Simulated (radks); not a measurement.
**Co²⁺ in [Ar] 3d7: an all-electron calculation**

An exercise on one series of results from a longer session: the logs are not shown, and one member is left open.

Method: Dirac Kohn-Sham, LDA (Slater exchange, VWN5 correlation), spin-unpolarised, spherical densities, point nucleus; open shells fill j = l - 1/2 first. Code: radks (a radial shooting solver on a logarithmic mesh, Libxc functionals) version 1.

**The atom as given**

```
element       : cobalt (Z = 27)
charge        : +2
electrons     : 25
configuration : [Ar] 3d7
```

The first run:

Settings of this run:

```text
Z 27
configuration [Ar] 3d7
relativity Dirac
functional lda,vwn5
spin unpolarised
j_filling energy
nucleus point
c 137.035999084
```

Among the steps run: Self-consistent calculation.

One table of the session follows, with a row left open; its other results are not shown here.

It belongs to the step «Shells». Radial moments (bohr):

```
level      <r>  outermost maximum (interpolated)  90 % within  nodes
1s1/2  0.05628                            0.0368        0.101      0
2s1/2   0.2558                             0.214        0.397      1
2p1/2   0.2231                             0.170        0.366      0
2p3/2        ?                                 ?            ?      ?
3s1/2   0.7758                             0.670         1.16      2
3p1/2   0.8108                             0.674         1.25      1
3p3/2   0.8207                             0.681         1.27      1
3d3/2    1.018                             0.663         1.76      0
3d5/2    1.023                             0.666         1.77      0
```

Estimate the missing values for 2p3/2.

As computed: <r>: 0.2262; outermost maximum (interpolated): 0.173; 90 % within: 0.370; nodes: 0. In the column «<r>» it lies between 2p1/2 (0.2231) and 2s1/2 (0.2558).

To keep in mind: Spin polarisation and multiplet splitting are left out.
